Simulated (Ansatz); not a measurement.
# CH5F2NO2W: a ladder of functionals and wavefunction methods

Aim: compute CH5F2NO2W with functionals from several rungs and with coupled cluster. The comparison is of orbital energies and run times, and the correlation energy is taken apart.

Program: Ansatz 0.2.0, Gaussian basis. Level of theory: functionals in def2-TZVPP, the program's frozen cores in correlated methods. These are calculated values, not measurements.

Levels to be run: PBE-D4, r2SCAN-D4, PBE0-D4, B3LYP-D4, ωB97X-V, ωB97M-V, B2PLYP; CCSD(T)/def2-TZVPP; MP2/def2-QZVPP; extrapolation to the limit.

## Step 1: Structure used throughout

The geometry comes from an earlier relaxation with PBE0-D4/def2-TZVP; it is a stationary point, not always the lowest conformer. W takes the def2 core potential; no spin-orbit term is included.

SMILES `C[N]=[W]([OH])([OH])([F])[F]`, 12 atoms, charge 0, spin multiplicity 1.

Atoms are counted from 1 here; the program's logs count them from 0.

Bond lengths: C1–N2 1.414 Å, C1–H8 1.094 Å, C1–H9 1.094 Å, C1–H10 1.094 Å, N2–W3 1.712 Å, W3–O4 1.880 Å, W3–O5 1.905 Å, W3–F6 1.909 Å, W3–F7 1.881 Å, O4–H11 0.958 Å, O5–H12 0.960 Å. Angles: N2–C1–H8 110.8°, N2–C1–H9 109.8°, N2–C1–H10 110.4°, H8–C1–H9 108.6°, H8–C1–H10 108.9°, H9–C1–H10 108.3°, C1–N2–W3 173.9°, N2–W3–O4 104.6°, N2–W3–O5 107.8°, N2–W3–F6 101.8°, N2–W3–F7 106.6°, O4–W3–O5 88.5°, O4–W3–F6 153.6°, O4–W3–F7 90.2°, O5–W3–F6 82.8°, O5–W3–F7 144.8°, F6–W3–F7 82.9°, W3–O4–H11 128.4° and more.

## Step 2: PBE-D4 (GGA)

Contents of in.yaml:

```yaml
crystal:
  periodic: [false, false, false]
  atoms:
    - {symbol: C, position_ang: [-1.628695, 0.634891, -1.094143]}
    - {symbol: N, position_ang: [-0.558306, 0.013818, -0.409939]}
    - {symbol: W, position_ang: [0.696130, -0.630941, 0.561212]}
    - {symbol: O, position_ang: [2.251233, -0.424883, -0.475650]}
    - {symbol: O, position_ang: [1.328613, 0.762929, 1.695328]}
    - {symbol: F, position_ang: [-0.253491, -1.152376, 2.132428]}
    - {symbol: F, position_ang: [0.721493, -2.484457, 0.244469]}
    - {symbol: H, position_ang: [-1.521442, 1.723571, -1.075718]}
    - {symbol: H, position_ang: [-2.577019, 0.369533, -0.617342]}
    - {symbol: H, position_ang: [-1.662465, 0.299753, -2.134906]}
    - {symbol: H, position_ang: [2.338738, -0.036666, -1.346591]}
    - {symbol: H, position_ang: [0.865201, 0.924828, 2.520851]}
basis:
  gaussian: {orbitals: def2-TZVPP}
hamiltonian: {xc: pbe, dispersion: d4}
output: {forces: true, orbitals: {seedname: orbitals}}
```

Launch:

```bash
> ansatz run in.yaml --threads 2 --pin off --events-out ev --progress --plain --max-ram 22528MiB --backend cuda --devices 0, --max-vram 18GiB
```

What it wrote (excerpt; [...] marks lines left out):

```text
Functional definition: PBE
  name "PBE"
  cite "Perdew, Burke & Ernzerhof, Phys. Rev. Lett. 77, 3865 (1996) doi:10.1103/PhysRevLett.77.3865"
  parent pbe
[...]
1579 factors; their error is unknown
[...]
mean field -13962.66449550 eV, -513.1184559759 hartree, gradient 5.4e-5 eV, S^2 0.000000; 0 other end points of the search recorded, 0 dependent functions left out
[...]
reference -13962.66454391 eV, -513.1184577548 hartree; 33, 33 occupied and 279, 279 virtual orbitals, 1579 factors
Total energy: -13962.94320488 eV, -513.1286983567 hartree
Atom 0 at    -1.628695     0.634891    -1.094143 Å, force     0.047097    -0.019812     0.032889 eV/Å
Atom 1 at    -0.558306     0.013818    -0.409939 Å, force    -0.647896     0.305076    -0.535193 eV/Å
Atom 2 at     0.696130    -0.630941     0.561212 Å, force     0.348764    -0.234608     0.340672 eV/Å
Atom 3 at     2.251233    -0.424883    -0.475650 Å, force     0.508543    -0.107818     0.079397 eV/Å
Atom 4 at     1.328613     0.762929     1.695328 Å, force     0.421722     0.352645    -0.045049 eV/Å
Atom 5 at    -0.253491    -1.152376     2.132428 Å, force    -0.260054    -0.151827     0.425578 eV/Å
Atom 6 at     0.721493    -2.484457     0.244469 Å, force     0.011744    -0.565585    -0.095890 eV/Å
Atom 7 at    -1.521442     1.723571    -1.075718 Å, force    -0.008424     0.245250    -0.014175 eV/Å
Atom 8 at    -2.577019     0.369533    -0.617342 Å, force    -0.225613    -0.038370     0.080242 eV/Å
Atom 9 at    -1.662465     0.299753    -2.134906 Å, force    -0.035360    -0.054038    -0.234126 eV/Å
Atom 10 at     2.338738    -0.036666    -1.346591 Å, force     0.043585     0.186607    -0.418515 eV/Å
Atom 11 at     0.865201     0.924828     2.520851 Å, force    -0.204108     0.082480     0.384170 eV/Å
Dipole moment:    -0.260271     0.624485    -0.497479 e Å
```

It took 3.2 s on 1 × H100 (card shared with other runs) with 2 threads of AMD EPYC 7R13, shared host; peak host memory 0.88 GiB.

HOMO -6.78 eV, LUMO -3.00 eV.

## Step 3: r2SCAN-D4 (meta-GGA)

Changes to in.yaml since step 2:

```diff
@@ -17,3 +17,3 @@
   gaussian: {orbitals: def2-TZVPP}
-hamiltonian: {xc: pbe, dispersion: d4}
+hamiltonian: {xc: r2scan, dispersion: d4}
 output: {forces: true, orbitals: {seedname: orbitals}}
```

Launched as before.

What it wrote (excerpt; [...] marks lines left out):

```text
Functional definition: r2SCAN
  name "r2SCAN"
  cite "Furness, Kaplan, Ning, Perdew & Sun, J. Phys. Chem. Lett. 11, 8208 (2020) doi:10.1021/acs.jpclett.0c02405"
  cite "Furness, Kaplan, Ning, Perdew & Sun, J. Phys. Chem. Lett. 11, 9248 (2020) doi:10.1021/acs.jpclett.0c03077"
  parent r2scan
[...]
1579 factors; their error is unknown
[...]
mean field -13969.48062156 eV, -513.3689439884 hartree, gradient 5.0e-5 eV, S^2 0.000000; 0 other end points of the search recorded, 0 dependent functions left out
[...]
reference -13969.48063532 eV, -513.3689444940 hartree; 33, 33 occupied and 279, 279 virtual orbitals, 1579 factors
Total energy: -13969.55079946 eV, -513.3715229784 hartree
Atom 0 at    -1.628695     0.634891    -1.094143 Å, force    -0.103698     0.059855    -0.057128 eV/Å
Atom 1 at    -0.558306     0.013818    -0.409939 Å, force    -0.323749     0.137843    -0.272334 eV/Å
Atom 2 at     0.696130    -0.630941     0.561212 Å, force     0.129277    -0.192265     0.225211 eV/Å
Atom 3 at     2.251233    -0.424883    -0.475650 Å, force     0.260787    -0.001097    -0.083456 eV/Å
Atom 4 at     1.328613     0.762929     1.695328 Å, force     0.117928     0.160707     0.112743 eV/Å
Atom 5 at    -0.253491    -1.152376     2.132428 Å, force    -0.042676    -0.051972     0.110498 eV/Å
Atom 6 at     0.721493    -2.484457     0.244469 Å, force     0.011244    -0.149238    -0.007167 eV/Å
Atom 7 at    -1.521442     1.723571    -1.075718 Å, force    -0.015558    -0.003268    -0.009057 eV/Å
Atom 8 at    -2.577019     0.369533    -0.617342 Å, force    -0.001971     0.012073    -0.015569 eV/Å
Atom 9 at    -1.662465     0.299753    -2.134906 Å, force    -0.011915     0.011457     0.004053 eV/Å
Atom 10 at     2.338738    -0.036666    -1.346591 Å, force    -0.002983     0.017141    -0.040254 eV/Å
Atom 11 at     0.865201     0.924828     2.520851 Å, force    -0.016686    -0.001237     0.032461 eV/Å
Dipole moment:    -0.270917     0.641490    -0.509241 e Å
```

It took 6.5 s on 1 × H100 (card shared with other runs) with 2 threads of AMD EPYC 7R13, shared host; peak host memory 0.91 GiB.

HOMO -7.11 eV, LUMO -2.93 eV.

## Step 4: PBE0-D4 (hybrid)

Changes to in.yaml since step 3:

```diff
@@ -17,3 +17,3 @@
   gaussian: {orbitals: def2-TZVPP}
-hamiltonian: {xc: r2scan, dispersion: d4}
-output: {forces: true, orbitals: {seedname: orbitals}}
+hamiltonian: {xc: pbe0, dispersion: d4}
+output: {orbitals: {seedname: orbitals}}
```

The command is unchanged.

What it wrote:

```text
Functional definition: PBE0
  name "PBE0"
  cite "Adamo & Barone, J. Chem. Phys. 110, 6158 (1999) doi:10.1063/1.478522"
  cite "Perdew, Burke & Ernzerhof, Phys. Rev. Lett. 77, 3865 (1996) doi:10.1103/PhysRevLett.77.3865"
  parent pbe
  parameter a = 0.25
  parameter kappa = 0.804
  parameter beta = 0.06672455060314922
  exchange = (1 - a)*pbe_x(kappa = kappa, mu = beta*pi^2/3) + a*exact_x
  correlation = pbe_c(beta = beta)
1644 factors; their error is unknown
mean field evaluation 1: about -13938.4128 eV, gradient 1.1e2 eV
mean field evaluation 2: about -13787.2234 eV, gradient 3.0e2 eV
mean field evaluation 4: about -13958.9341 eV, gradient 3.1e1 eV
mean field evaluation 8: about -13960.6669 eV, gradient 3.1e-1 eV
mean field evaluation 16: about -13960.7114 eV, gradient 5.1e-4 eV
mean field -13960.71141553 eV, -513.0466816107 hartree, gradient 8.5e-5 eV, S^2 0.000000; 0 other end points of the search recorded, 0 dependent functions left out
reference -13960.71145020 eV, -513.0466828848 hartree; 33, 33 occupied and 279, 279 virtual orbitals, 1644 factors
Total energy: -13960.94862357 eV, -513.0553988452 hartree
```

Wall time 5.5 s (1 × H100 (card shared with other runs) with 2 threads of AMD EPYC 7R13, shared host); peak host memory 0.89 GiB.

HOMO -8.26 eV, LUMO -2.20 eV.

## Step 5: B3LYP-D4 (hybrid)

B3LYP here takes the VWN-RPA correlation.

Changes to in.yaml since step 4:

```diff
@@ -17,3 +17,3 @@
   gaussian: {orbitals: def2-TZVPP}
-hamiltonian: {xc: pbe0, dispersion: d4}
-output: {orbitals: {seedname: orbitals}}
+hamiltonian: {xc: {name: B3LYP}, dispersion: d4}
+output: {forces: true, orbitals: {seedname: orbitals}}
```

The command is unchanged.

What it wrote (excerpt; [...] marks lines left out):

```text
Functional definition: B3LYP
  name "B3LYP"
  cite "Stephens, Devlin, Chabalowski & Frisch, J. Phys. Chem. 98, 11623 (1994) doi:10.1021/j100096a001"
  cite "Becke, Phys. Rev. A 38, 3098 (1988) doi:10.1103/PhysRevA.38.3098"
  cite "Lee, Yang & Parr, Phys. Rev. B 37, 785 (1988) doi:10.1103/PhysRevB.37.785"
  cite "Vosko, Wilk & Nusair, Can. J. Phys. 58, 1200 (1980) doi:10.1139/p80-159"
[...]
1624 factors; their error is unknown
[...]
mean field -13974.42480525 eV, -513.5506393875 hartree, gradient 5.3e-5 eV, S^2 0.000000; 0 other end points of the search recorded, 0 dependent functions left out
[...]
reference -13974.42510087 eV, -513.5506502514 hartree; 33, 33 occupied and 279, 279 virtual orbitals, 1624 factors
Total energy: -13974.87255326 eV, -513.5670938236 hartree
Atom 0 at    -1.628695     0.634891    -1.094143 Å, force    -0.217015     0.118863    -0.127652 eV/Å
[...]
Atom 2 at     0.696130    -0.630941     0.561212 Å, force     0.011984    -0.044350     0.038932 eV/Å
Atom 3 at     2.251233    -0.424883    -0.475650 Å, force     0.315566     0.028287    -0.185794 eV/Å
Atom 4 at     1.328613     0.762929     1.695328 Å, force     0.114305     0.233931     0.210122 eV/Å
Atom 5 at    -0.253491    -1.152376     2.132428 Å, force    -0.150522    -0.104300     0.278163 eV/Å
Atom 6 at     0.721493    -2.484457     0.244469 Å, force     0.025737    -0.346618    -0.049505 eV/Å
Atom 7 at    -1.521442     1.723571    -1.075718 Å, force    -0.021502    -0.045090    -0.012550 eV/Å
Atom 8 at    -2.577019     0.369533    -0.617342 Å, force     0.030354     0.024911    -0.035261 eV/Å
Atom 9 at    -1.662465     0.299753    -2.134906 Å, force    -0.011819     0.028072     0.041813 eV/Å
Atom 10 at     2.338738    -0.036666    -1.346591 Å, force     0.037810     0.008930    -0.037712 eV/Å
Atom 11 at     0.865201     0.924828     2.520851 Å, force     0.019133     0.036148     0.037944 eV/Å
Dipole moment:    -0.282708     0.653322    -0.522904 e Å
```

It took 7.5 s on 1 × H100 (card shared with other runs) with 2 threads of AMD EPYC 7R13, shared host; peak host memory 0.94 GiB.

HOMO -8.03 eV, LUMO -2.45 eV.

## Step 6: ωB97X-V (range-separated)

Changes to in.yaml since step 5:

```diff
@@ -17,3 +17,3 @@
   gaussian: {orbitals: def2-TZVPP}
-hamiltonian: {xc: {name: B3LYP}, dispersion: d4}
-output: {forces: true, orbitals: {seedname: orbitals}}
+hamiltonian: {xc: {name: wB97X-V}}
+output: {orbitals: {seedname: orbitals}}
```

The command is unchanged.

What it wrote (excerpt; [...] marks lines left out):

```text
Functional definition: wB97X-V
  name "wB97X-V"
  cite "Mardirossian & Head-Gordon, Phys. Chem. Chem. Phys. 16, 9904 (2014) doi:10.1039/C3CP54374A"
  cite "Becke, J. Chem. Phys. 107, 8554 (1997) doi:10.1063/1.475007"
  cite "Vydrov & Van Voorhis, J. Chem. Phys. 133, 244103 (2010) doi:10.1063/1.3521275"
[...]
      + integral(e_c_pw_opposite_spin*poly(b97_u_opposite, cos0, cos1)) + vv10(b, c)
1596 factors; their error is unknown
356 factors; integrals over basis functions are off by at most 1.0e-5 eV
[...]
mean field -13968.47564754 eV, -513.3320118742 hartree, gradient 4.8e-5 eV, S^2 0.000000; 0 other end points of the search recorded, 0 dependent functions left out
reference -13968.47564526 eV, -513.3320117904 hartree; 33, 33 occupied and 279, 279 virtual orbitals, 1596 factors
Total energy: -13968.47564526 eV, -513.3320117904 hartree
```

Wall time 10 s (1 × H100 (card shared with other runs) with 2 threads of AMD EPYC 7R13, shared host); peak host memory 0.98 GiB.

HOMO -10.62 eV, LUMO 0.06 eV.

## Step 7: ωB97M-V (range-separated)

Changes to in.yaml since step 6:

```diff
@@ -17,3 +17,3 @@
   gaussian: {orbitals: def2-TZVPP}
-hamiltonian: {xc: {name: wB97X-V}}
-output: {orbitals: {seedname: orbitals}}
+hamiltonian: {xc: {name: wB97M-V}}
+output: {forces: true, orbitals: {seedname: orbitals}}
```

The command is unchanged.

What it wrote (excerpt; [...] marks lines left out):

```text
Functional definition: wB97M-V
  name "wB97M-V"
  cite "Mardirossian & Head-Gordon, J. Chem. Phys. 144, 214110 (2016) doi:10.1063/1.4952647"
  cite "Becke, J. Chem. Phys. 107, 8554 (1997) doi:10.1063/1.475007"
  cite "Vydrov & Van Voorhis, J. Chem. Phys. 133, 244103 (2010) doi:10.1063/1.3521275"
  # Of w^i u^j: cxij and so on, Table III.
[...]
  gx(w, u) = 1 - cx + cx01*u + cx10*w
  gss(w, u) = css00 + css04*u^4 + css10*w + css20*w^2 + css43*w^4*u^3
  gos(w, u) = cos00 + cos10*w + (cos20 + cos21*u)*w^2 + (cos60 + cos61*u)*w^6
[...]
      + integral(e_c_pw_mod_opposite_spin*gos(b97_w_opposite, b97_u_opposite)) + vv10(b, c)
1584 factors; their error is unknown
356 factors; integrals over basis functions are off by at most 1.0e-5 eV
[...]
Atom 2 at     0.696130    -0.630941     0.561212 Å, force    -0.479794     0.202994    -0.346486 eV/Å
Atom 3 at     2.251233    -0.424883    -0.475650 Å, force     0.073448    -0.002744    -0.023157 eV/Å
Atom 4 at     1.328613     0.762929     1.695328 Å, force     0.024396     0.012569     0.077992 eV/Å
Atom 5 at    -0.253491    -1.152376     2.132428 Å, force     0.027558    -0.025726     0.041177 eV/Å
Atom 6 at     0.721493    -2.484457     0.244469 Å, force     0.043836    -0.007893     0.024529 eV/Å
Atom 7 at    -1.521442     1.723571    -1.075718 Å, force    -0.009384    -0.115015    -0.002269 eV/Å
Atom 8 at    -2.577019     0.369533    -0.617342 Å, force     0.099731     0.029903    -0.050267 eV/Å
Atom 9 at    -1.662465     0.299753    -2.134906 Å, force     0.005399     0.038349     0.109985 eV/Å
Atom 10 at     2.338738    -0.036666    -1.346591 Å, force    -0.003014    -0.021258     0.044918 eV/Å
Atom 11 at     0.865201     0.924828     2.520851 Å, force     0.028197    -0.008100    -0.037214 eV/Å
Dipole moment:    -0.286730     0.647268    -0.521360 e Å
```

It took 12 s on 1 × H100 (card shared with other runs) with 2 threads of AMD EPYC 7R13, shared host; peak host memory 1 GiB.

HOMO -10.54 eV, LUMO 0.02 eV.

## Step 8: B2PLYP (double hybrid)

Changes to in.yaml since step 7:

```diff
@@ -17,3 +17,2 @@
   gaussian: {orbitals: def2-TZVPP}
-hamiltonian: {xc: {name: wB97M-V}}
-output: {forces: true, orbitals: {seedname: orbitals}}
+hamiltonian: {xc: {name: B2PLYP}}
```

The command is unchanged.

What it wrote (excerpt; [...] marks lines left out):

```text
Functional definition: B2PLYP
  name "B2PLYP"
  cite "Grimme, J. Chem. Phys. 124, 034108 (2006) doi:10.1063/1.2148954"
  cite "Becke, Phys. Rev. A 38, 3098 (1988) doi:10.1103/PhysRevA.38.3098"
  cite "Lee, Yang & Parr, Phys. Rev. B 37, 785 (1988) doi:10.1103/PhysRevB.37.785"
[...]
1983 factors; integrals over basis functions are off by at most 1.1e-3 eV
[...]
mean field -13946.28126369 eV, -512.5163833115 hartree, gradient 8.0e-6 eV, S^2 0.000000; 0 other end points of the search recorded, 0 dependent functions left out
6 core orbitals not correlated: weight in the atoms' cores, before any rotation towards them, 1.000 or more for the frozen orbitals, at most 0.000 for the correlated occupied ones
reference -13946.28144572 eV, -512.5163900013 hartree; 27, 27 occupied and 279, 279 virtual orbitals, 1983 factors
second order -62.37136057 eV of doubles, -0.00000000 eV of singles
Total energy: -13963.12171308 eV, -513.1352584118 hartree
```

Run time: 8 s. Hardware: 1 × H100 (card shared with other runs) with 2 threads of AMD EPYC 7R13, shared host; peak host memory 1.4 GiB.

## Step 9: Orbital energies across the functionals

Dipoles come from the runs that computed forces. Levels are read from the orbital files that the runs wrote:

```tsv
functional	HOMO (eV)	LUMO (eV)	gap (eV)	dipole (D)	time
PBE-D4	-6.78	-3.00	3.78	4.03	3.2 s
r2SCAN-D4	-7.11	-2.93	4.18	4.14	6.5 s
PBE0-D4	-8.26	-2.20	6.06		5.5 s
B3LYP-D4	-8.03	-2.45	5.57	4.24	7.5 s
ωB97X-V	-10.62	0.06	10.68		10 s
ωB97M-V	-10.54	0.02	10.56	4.22	12 s
```

## Step 10: CCSD(T) in def2-TZVPP

Changes to in.yaml since step 8:

```diff
@@ -17,2 +17,2 @@
   gaussian: {orbitals: def2-TZVPP}
-hamiltonian: {xc: {name: B2PLYP}}
+correlation: {method: ccsd_t}
```

Launched as before.

What it wrote (excerpt; [...] marks lines left out):

```text
Functional definition: HF
  name "HF"
  cite "Fock, Z. Phys. 61, 126 (1930) doi:10.1007/BF01340294"
  parent pbe
[...]
1983 factors; integrals over basis functions are off by at most 1.1e-3 eV
[...]
mean field -13894.10300505 eV, -510.5988676742 hartree, gradient 2.5e-6 eV, S^2 0.000000; 0 other end points of the search recorded, 0 dependent functions left out
6 core orbitals not correlated: weight in the atoms' cores, before any rotation towards them, 1.000 or more for the frozen orbitals, at most 0.000 for the correlated occupied ones
reference -13894.10300505 eV, -510.5988676742 hartree; 27, 27 occupied and 279, 279 virtual orbitals, 1983 factors
second order -51.17899248 eV of doubles, -0.00000000 eV of singles
cycle   1  -47.95458593 eV  change     3.2e0 eV  update   2.7e-1
[...]
cycle  14  -50.08076051 eV  change    2.8e-5 eV  update   7.9e-6
perturbative correction -2.32442072 eV, -0.0854208860 hartree
Total energy: -13946.50818628 eV, -512.5247225630 hartree
```

It took 28 s on 1 × H100 (card shared with other runs) with 2 threads of AMD EPYC 7R13, shared host; peak host memory 1.4 GiB.

## Step 11: MP2 in def2-QZVPP

Changes to in.yaml since step 10:

```diff
@@ -16,3 +16,3 @@
 basis:
-  gaussian: {orbitals: def2-TZVPP}
-correlation: {method: ccsd_t}
+  gaussian: {orbitals: "def2-QZVPP.json"}
+correlation: {method: mp2}
```

Same command.

What it wrote:

```text
Functional definition: HF
  name "HF"
  cite "Fock, Z. Phys. 61, 126 (1930) doi:10.1007/BF01340294"
  parent pbe
  exchange = exact_x
  correlation = 0
3526 factors; integrals over basis functions are off by at most 9.5e-4 eV
mean field evaluation 1: about -13882.2020 eV, gradient 8.5e1 eV
mean field evaluation 2: about -13882.4563 eV, gradient 8.5e1 eV
mean field evaluation 4: about -13894.2620 eV, gradient 1.4e1 eV
mean field evaluation 8: about -13894.6886 eV, gradient 1.2e0 eV
mean field evaluation 16: about -13894.6933 eV, gradient 8.8e-6 eV
mean field -13894.69332861 eV, -510.6205616651 hartree, gradient 8.8e-6 eV, S^2 0.000000; 0 other end points of the search recorded, 0 dependent functions left out
6 core orbitals not correlated: weight in the atoms' cores, before any rotation towards them, 1.000 or more for the frozen orbitals, at most 0.000 for the correlated occupied ones
reference -13894.69332861 eV, -510.6205616651 hartree; 27, 27 occupied and 540, 540 virtual orbitals, 3526 factors
second order -55.88041668 eV of doubles, -0.00000000 eV of singles
Total energy: -13950.57374529 eV, -512.6741291009 hartree
```

It took 9 s on 1 × H100 (card shared with other runs) with 2 threads of AMD EPYC 7R13, shared host; peak host memory 1.2 GiB.

The pieces so far (eV):

```tsv
basis	HF	MP2 correlation	CCSD correlation	(T)	total
def2-TZVPP	-13894.1030	-51.1790	-50.0808	-2.3244	-13946.5082
def2-QZVPP	-13894.6933	-55.8804			-13950.5737
```

The report of the def2-TZVPP run gives T1 = 0.0191.

## Step 12: Extrapolating to the complete basis

This step is arithmetic on the last runs, with X = 3 and 4: exp(−7.88√X) for Hartree-Fock, X^−2.97 for correlation; only MP2 was run in the larger set, so CCSD(T) minus MP2 is added from the smaller one.

```tsv
level	energy at the limit (eV)
HF	-13894.7746
MP2	-13954.1376
CCSD	-13953.0394
CCSD(T)	-13955.3638
```

## Step 13: Outcome

```
                               quantity                                 value
 CCSD(T) correlation energy, def2-TZVPP                            -52.405 eV
              gap, smallest and largest  3.78 eV (PBE-D4), 10.68 eV (ωB97X-V)
                          T1 diagnostic                                0.0191
triples share of the correlation energy                                 4.4 %
```

What this shows: In def2-TZVPP MP2 gives 98 % of the CCSD(T) correlation energy. Orbital gaps span 3.8 to 10.7 eV; exact exchange widens them. Correlated methods include outer-core shells of W, which these sets cover unevenly.
